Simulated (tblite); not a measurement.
# C4H8O3Si: the cost of one run

Computed with tblite 0.8.0 and PySCF 2.14.0, with density-fitted response routines of our own, on a single molecule in the gas phase. Atoms count from 0, in the outputs and in this text.

## (1) The molecule as given

16 atoms, charge 0, multiplicity 1; geometry from: force field or distance geometry start.

Bonds of the start (Å): O0–C1 1.26, C1–O2 1.38, O2–C3 1.42, C3–Si4 1.87, Si4–C5 1.84, C5–O6 1.38, O6–C7 1.38, C7–Si4 1.85, C1–H8 1.10, C3–H9 1.10, C3–H10 1.11, Si4–H11 1.46, C5–H12 1.13, C5–H13 1.11, C7–H14 1.10, C7–H15 1.09.

## (2) Optimising the geometry with GFN2-xTB

What the job is given:

```
{"job": {"kind": "relax", "xc": "GFN2-xTB", "basis": "xTB"}, "charge": 0, "multiplicity": 1}
O      2.361000    -0.906800    -0.845500
C      2.815300     0.043800    -0.160400
O      2.003000     1.110500     0.158500
C      0.651000     1.230800    -0.271300
Si    -0.276100    -0.230600     0.443800
C     -1.984000     0.053300     1.053200
O     -2.445900    -0.668400    -0.028600
C     -1.375700    -0.983200    -0.837200
H      3.856700    -0.010200     0.192700
H      0.255000     2.192800     0.095500
H      0.601200     1.148300    -1.372500
H      0.571300    -1.148300     1.192500
H     -2.129400    -0.418400     2.067000
H     -2.376800     1.086300     1.051100
H     -1.256600    -2.063100    -0.982800
H     -1.277600    -0.427800    -1.767600
```

On the command line:

```bash
$ OMP_NUM_THREADS=1 python probes_run.py task.json out
```

The driver reads the jobs from task.json and runs them one after another.

Q: Estimate the wall time and peak memory of this first job on 1 thread of Intel Xeon at 2.50GHz, shared host.

About 2 s, with a peak of 0.18 GiB.
